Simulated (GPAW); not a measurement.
The system is NiGePd.

```
Pd Ge Ni
1.0
     3.60946    0.00000    0.00000
     0.00000    3.60946    0.00000
     0.00000    0.00000    6.21631
Pd Ge Ni
2 2 2
Cartesian
  0.0000 1.8047 2.2394
  1.8047 0.0000 3.9769
  0.0000 1.8047 4.6995
  1.8047 0.0000 1.5168
  0.0000 0.0000 0.0000
  1.8047 1.8047 0.0000
```

The cell comes from a database or a generator and needn't be the stable form of this composition.

Base run:

* Program: GPAW 26.7.0
* Functional: PBEsol
* Potentials or basis: PAW data sets generated in the run's folder for this functional
* Cutoff: 600 eV
* Basis: pw
* k mesh: 5 × 5 × 3
* Occupations: fermi-dirac, width 0.05 eV
* Spin: collinear spin, ferromagnetic start
* Starting moments: [0.0, 0.0, 0.0, 0.0, 1.0, 1.0] μB

Its results: pressure -1.6 GPa; net moment 0.00 μB per cell; largest force 0.199 eV/Å.

The run is repeated on the same cell with these changes: functional from PBEsol to LDA; potentials or basis from PAW data sets generated in the run's folder for this functional to the program's PAW data sets (release 1.2.1) made for this functional. What comes out?

Pressure -7.2 GPa; net moment 0.00 μB per cell; largest force 0.067 eV/Å.

Caveats: the stock nickel data set gives pressures a few GPa off other programs.
